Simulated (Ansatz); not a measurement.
Runs of Ansatz 0.2.0 on RhN. The structure is hexagonal, space group P-6m2 (No. 187). The conventional cell has a = 2.963 Å, b = 2.963 Å, c = 2.892 Å, α = 90.00°, β = 90.00°, γ = 120.00°. Around Rh (site symmetry -6m2) lie 6 N at 2.24 Å. N (site symmetry -6m2) is surrounded by 6 Rh at 2.24 Å. The cell comes from a database or a generator and needn't be the stable form of this composition.

| level | spin | U | fixed moment (μB) | gap on the mesh (eV) | pressure (GPa) | moment (μB) |
| --- | --- | --- | --- | --- | --- | --- |
| PBEsol+U | collinear, program default start | Rh d U = 5 eV | - | none | -20.3 | 0.00 |
| PBEsol+U | collinear, ferromagnetic start | Rh d U = 5 eV | - | none | -20.3 | 0.00 |
| PBE+U | collinear, program default start | Rh d U = 7 eV | 0 | - | 11.0 | 0.00 |
| PBE+U | collinear, random start | Rh d U = 7 eV | - | none | 10.0 | 0.38 |
| PBE+U | collinear, random start | Rh d U = 2 eV | - | none | (a) | 0.00 |

Alike in all rows: task single point; potentials or basis Ansatz PAW; cell as given; k mesh 7 × 7 × 7; cutoff (eV) 420; smearing gaussian 0.05 eV.

Estimate the missing entries.

(a) -11.3.

Caveats: the magnetic or orbital state may not be the lowest; the PAW data sets come from PBE, with cores solved anew for the run's functional, which leaves a small shift of forces and pressure (some runs); the starting moments weren't kept (some runs); the total moment is fixed, so each spin has its own Fermi level (some runs); the thresholds are loose for stress (some runs).

A k mesh can miss the band edges, and the runs leave out spin-orbit coupling on Rh.

A gap of «none» marks a metal or a gap under the smearing width.
